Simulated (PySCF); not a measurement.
# One shape, several levels: CH5FOSi (SMILES CO[SiH2]F)

Wanted: a comparison of 5 runs (HF/STO-3G, HF/3-21G, B3LYP/6-31G*, PBE0/def2-SVP, wB97X/pcseg-1) of CH5FOSi. Input form: a Python script.

Program for the calculation: PySCF 2.14.0.

### 1 The system as given

CH5FOSi has 9 atoms, charge 0, and is taken as a singlet. As SMILES, `CO[SiH2]F`. Geometry: relaxed at PBE0-D4/def2-TZVP. This is one conformer, not always the lowest.

Bond lengths: C1–O2 1.412 Å, O2–Si3 1.623 Å, Si3–F4 1.598 Å, C1–H5 1.094 Å, C1–H6 1.091 Å, C1–H7 1.096 Å, Si3–H8 1.474 Å, Si3–H9 1.483 Å. Some angles: C1–O2–Si3 125.2°, O2–Si3–F4 111.1°, O2–C1–H5 110.6°, O2–C1–H6 108.3°, O2–C1–H7 111.7°, O2–Si3–H8 106.8°, O2–Si3–H9 110.6°, F4–Si3–H8 108.2°, F4–Si3–H9 105.9°, H5–C1–H6 108.8°.

### 2 Energy and forces at HF/STO-3G (run 1)

The input, job.py:

```python
from pyscf import gto

mol = gto.M(
    atom=[
    ('C', (-0.280200, 1.150700, -0.688400)),
    ('O', (-0.743600, -0.064200, -0.138000)),
    ('Si', (0.168900, -1.127700, 0.679900)),
    ('F', (1.202000, -1.865200, -0.290100)),
    ('H', (0.189600, 0.979000, -1.660800)),
    ('H', (-1.135900, 1.813600, -0.823000)),
    ('H', (0.443400, 1.643500, -0.029000)),
    ('H', (-0.748200, -2.141700, 1.231900)),
    ('H', (0.992400, -0.434200, 1.700300)),
],
    charge=0,
    basis='sto-3g',
    max_memory=1860,
    verbose=4,
)

hf = mol.RHF()
hf.conv_tol = 1e-10
hf.kernel()
if not hf.converged:
    hf = hf.newton().run(hf.mo_coeff, hf.mo_occ)

energy = hf.e_tot
print(f'total energy: {energy:.8f} hartree')
grad = hf.nuc_grad_method().kernel()
hf.analyze()
```

Started as:

```bash
OMP_NUM_THREADS=1 python job.py
```

Output:

```text
PySCF version 2.14.0

[... 61 lines left out ...]
converged SCF energy = -497.827527982872
[... 15 lines left out ...]
One-electron Energy =                -1056.619177614506270
[... 5 lines left out ...]
MO #1   energy= -68.0554115648508  occ= 2
[... 3 lines left out ...]
MO #5   energy= -6.03296197725593  occ= 2
[... 3 lines left out ...]
MO #9   energy= -1.43851001959697  occ= 2
[... 3 lines left out ...]
MO #13  energy= -0.580895090382611 occ= 2
[... 3 lines left out ...]
MO #17  energy= -0.475921866154805 occ= 2
[... 3 lines left out ...]
MO #21  energy= -0.335157407891488 occ= 2
[... 3 lines left out ...]
MO #25  energy= 0.577640458152742  occ= 0
[... 3 lines left out ...]
MO #29  energy= 0.778193060076432  occ= 0
[... 2 lines left out ...]
pop of  0 C 1s            1.99981
pop of  0 C 2s            1.02838
pop of  0 C 2px           1.03473
pop of  0 C 2py           0.91558
pop of  0 C 2pz           1.02161
pop of  1 O 1s            1.99990
pop of  1 O 2s            1.66500
pop of  1 O 2px           1.67097
pop of  1 O 2py           1.29998
pop of  1 O 2pz           1.72067
pop of  2 Si 1s           2.00000
pop of  2 Si 2s           1.99992
pop of  2 Si 3s           1.04698
pop of  2 Si 2px          1.99916
pop of  2 Si 2py          1.99918
pop of  2 Si 2pz          1.99924
pop of  2 Si 3px          0.68513
pop of  2 Si 3py          0.70705
pop of  2 Si 3pz          0.69007
pop of  3 F 1s            1.99996
pop of  3 F 2s            1.88917
pop of  3 F 2px           1.75877
pop of  3 F 2py           1.85217
pop of  3 F 2pz           1.78443
pop of  4 H 1s            0.97380
pop of  5 H 1s            0.96352
pop of  6 H 1s            0.97970
pop of  7 H 1s            1.14925
pop of  8 H 1s            1.16585
 ** Mulliken atomic charges  **
charge of    0C =     -0.00011
charge of    1O =     -0.35652
charge of    2Si =      0.87326
charge of    3F =     -0.28451
charge of    4H =      0.02620
charge of    5H =      0.03648
charge of    6H =      0.02030
charge of    7H =     -0.14925
charge of    8H =     -0.16585
Dipole moment(X, Y, Z, Debye):  0.25578,  0.72135,  0.74955
```

It took 1.7 s on 1 thread of Intel Xeon at 2.70GHz, shared host; peak memory 0.12 GiB.

### 3 Energy and gradient at HF/3-21G (run 2)

The input, input.py:

```python
import pyscf.grad
from pyscf import gto

mol = gto.M(
    atom='''
C   -0.280200   1.150700  -0.688400
O   -0.743600  -0.064200  -0.138000
Si   0.168900  -1.127700   0.679900
F    1.202000  -1.865200  -0.290100
H    0.189600   0.979000  -1.660800
H   -1.135900   1.813600  -0.823000
H    0.443400   1.643500  -0.029000
H   -0.748200  -2.141700   1.231900
H    0.992400  -0.434200   1.700300
''',
    verbose=3,
    basis='3-21g',
    max_memory=1860,
    charge=0,
)

mf = mol.RHF()
mf.conv_tol = 1e-10
mf.kernel()
if not mf.converged:
    mf = mf.newton().run(mf.mo_coeff, mf.mo_occ)

etot = mf.e_tot
print(f'total energy: {etot:.8f} hartree')
grad = mf.Gradients().kernel()
dip = mf.dip_moment()
pop, q = mf.mulliken_pop()
```

Started as:

```bash
OMP_NUM_THREADS=1 python input.py
```

Output:

```text
converged SCF energy = -501.391719212684
total energy: -501.39171921 hartree
--------------- RHF gradients ---------------
         x                y                z
0 C     0.0004723189    -0.0236055208     0.0134184908
1 O     0.0094689230    -0.0042571703     0.0055601177
2 Si     0.0066926940     0.0158870753    -0.0334970503
3 F    -0.0156868937     0.0100081067     0.0172268390
4 H     0.0025681419    -0.0023575874    -0.0064906113
5 H    -0.0072299971     0.0043924960    -0.0005162493
6 H     0.0038019968     0.0025595048     0.0040910226
7 H    -0.0029927533    -0.0027929593    -0.0010154639
8 H     0.0029055694     0.0001660550     0.0012229047
----------------------------------------------
Dipole moment(X, Y, Z, Debye):  0.17814,  1.90002,  0.75099
 ** Mulliken pop  **
pop of  0 C 1s            1.98710
pop of  0 C 2s            0.36917
pop of  0 C 3s            1.01893
pop of  0 C 2px           0.56206
pop of  0 C 2py           0.45069
pop of  0 C 2pz           0.54632
pop of  0 C 3px           0.51536
pop of  0 C 3py           0.29954
pop of  0 C 3pz           0.48243
pop of  1 O 1s            1.98545
pop of  1 O 2s            0.39872
pop of  1 O 3s            1.49083
pop of  1 O 2px           0.74879
pop of  1 O 2py           0.62046
pop of  1 O 2pz           0.75207
pop of  1 O 3px           1.00947
pop of  1 O 3py           0.86253
pop of  1 O 3pz           0.99833
pop of  2 Si 1s           1.99847
pop of  2 Si 2s           1.96999
pop of  2 Si 3s           0.69871
pop of  2 Si 4s           0.25755
pop of  2 Si 2px          1.95613
pop of  2 Si 2py          1.95634
pop of  2 Si 2pz          1.95582
pop of  2 Si 3px          0.44327
pop of  2 Si 3py          0.46096
pop of  2 Si 3pz          0.43587
pop of  2 Si 4px          0.08831
pop of  2 Si 4py          0.09884
pop of  2 Si 4pz          0.10744
pop of  3 F 1s            1.98460
pop of  3 F 2s            0.43774
pop of  3 F 3s            1.54317
pop of  3 F 2px           0.81461
pop of  3 F 2py           0.83241
pop of  3 F 2pz           0.82127
pop of  3 F 3px           1.02411
pop of  3 F 3py           1.03741
pop of  3 F 3pz           1.02974
pop of  4 H 1s            0.48153
pop of  4 H 2s            0.31554
pop of  5 H 1s            0.48052
pop of  5 H 2s            0.29951
pop of  6 H 1s            0.48231
pop of  6 H 2s            0.34332
pop of  7 H 1s            0.43708
pop of  7 H 2s            0.82482
pop of  8 H 1s            0.43645
pop of  8 H 2s            0.84790
 ** Mulliken atomic charges  **
charge of    0C =     -0.23161
charge of    1O =     -0.86665
charge of    2Si =      1.57230
charge of    3F =     -0.52506
charge of    4H =      0.20293
charge of    5H =      0.21997
charge of    6H =      0.17437
charge of    7H =     -0.26190
charge of    8H =     -0.28435
```

Wall time 1.8 s (1 thread of Intel Xeon at 2.70GHz, shared host); peak memory 0.12 GiB.

Runs 3 to 4 aren't shown in full; the table further down has their settings and results.

### 4 Energy and gradient at wB97X/pcseg-1 (run 5)

The input, run.py:

```python
from pyscf import gto, dft

molecule = gto.Mole()
molecule.atom = [
    ('C', (-0.280200, 1.150700, -0.688400)),
    ('O', (-0.743600, -0.064200, -0.138000)),
    ('Si', (0.168900, -1.127700, 0.679900)),
    ('F', (1.202000, -1.865200, -0.290100)),
    ('H', (0.189600, 0.979000, -1.660800)),
    ('H', (-1.135900, 1.813600, -0.823000)),
    ('H', (0.443400, 1.643500, -0.029000)),
    ('H', (-0.748200, -2.141700, 1.231900)),
    ('H', (0.992400, -0.434200, 1.700300)),
]
molecule.spin = 0
molecule.max_memory = 1860
molecule.basis = 'pcseg-1'
molecule.verbose = 4
molecule.charge = 0
molecule.build()

myscf = dft.RKS(molecule)
myscf.xc = 'wb97x'
myscf.conv_tol = 1e-10
myscf.grids.level = 5
myscf.kernel()
if not myscf.converged:
    myscf = myscf.newton().run(myscf.mo_coeff, myscf.mo_occ)

energy = myscf.e_tot
print('E = %.10f Eh' % energy)
grad = myscf.nuc_grad_method().kernel()
dip = myscf.dip_moment()
pop, q = myscf.mulliken_pop()
```

Started as:

```bash
OMP_NUM_THREADS=1 python run.py
```

Output:

```text
PySCF version 2.14.0

[... 76 lines left out ...]
converged SCF energy = -505.642564775325
[... 13 lines left out ...]
Dipole moment(X, Y, Z, Debye): -0.04386,  1.74768,  0.51719
[... 56 lines left out ...]
pop of  3 F 3dxy          0.00163
pop of  3 F 3dyz          0.00146
pop of  3 F 3dz^2         0.00139
pop of  3 F 3dxz          0.00215
pop of  3 F 3dx2-y2       0.00128
pop of  4 H 1s            0.77574
pop of  4 H 2s            0.10208
pop of  4 H 2px           0.00496
pop of  4 H 2py           0.00192
pop of  4 H 2pz           0.01073
pop of  5 H 1s            0.77550
pop of  5 H 2s            0.09625
pop of  5 H 2px           0.00879
pop of  5 H 2py           0.00556
pop of  5 H 2pz           0.00321
pop of  6 H 1s            0.77692
pop of  6 H 2s            0.12154
pop of  6 H 2px           0.00740
pop of  6 H 2py           0.00428
pop of  6 H 2pz           0.00615
pop of  7 H 1s            0.76410
pop of  7 H 2s            0.37249
pop of  7 H 2px           0.00290
pop of  7 H 2py           0.00333
pop of  7 H 2pz           0.00108
pop of  8 H 1s            0.76507
pop of  8 H 2s            0.39617
pop of  8 H 2px           0.00227
pop of  8 H 2py           0.00155
pop of  8 H 2pz           0.00338
 ** Mulliken atomic charges  **
charge of    0C =      0.04228
charge of    1O =     -0.61837
charge of    2Si =      1.00395
charge of    3F =     -0.41451
charge of    4H =      0.10457
charge of    5H =      0.11070
charge of    6H =      0.08372
charge of    7H =     -0.14390
charge of    8H =     -0.16844
```

Wall time 49 s (1 thread of Intel Xeon at 2.70GHz, shared host); peak memory 0.83 GiB.

### 5 Overview of the runs

```
run                               level  integration grid  energy (Eh)  dipole moment (D)  HOMO energy (eV)  LUMO energy (eV)  wall time
  1                           HF/STO-3G                 –  -497.827528               1.07             -9.12             12.80      1.7 s
  2                            HF/3-21G                 –  -501.391719               2.05            -12.40              5.33      1.8 s
  3  B3LYP/6-31G* (spherical functions)                 5  -505.752957               1.61             -8.27              1.15       27 s
  4                       PBE0/def2-SVP                 5  -505.145790               1.66             -8.67              1.48       50 s
  5                       wB97X/pcseg-1                 5  -505.642565               1.82            -11.27              3.09       49 s
```

### 6 Results

| quantity | value |
| --- | --- |
| run 5: total energy | -505.64256 Eh |
| run 5: dipole moment | 1.82 D |
| run 5: HOMO energy | -11.27 eV |
| run 5: LUMO energy | 3.09 eV |
| run 5: HOMO–LUMO gap | 14.37 eV |
| run 5: largest force on an atom | 1.186 eV/Å |

What this shows: The dipole moment (its size) runs from 1.07 D (HF/STO-3G) to 2.05 D (HF/3-21G). The HOMO–LUMO gap runs from 9.41 eV (B3LYP/6-31G*) to 21.92 eV (HF/STO-3G). The two ends differ in method and basis. Totals of different functionals can't be ranked against each other. In run 1 the basis is minimal, so the values are rough. All runs together took 2.2 min, the longest 50 s.
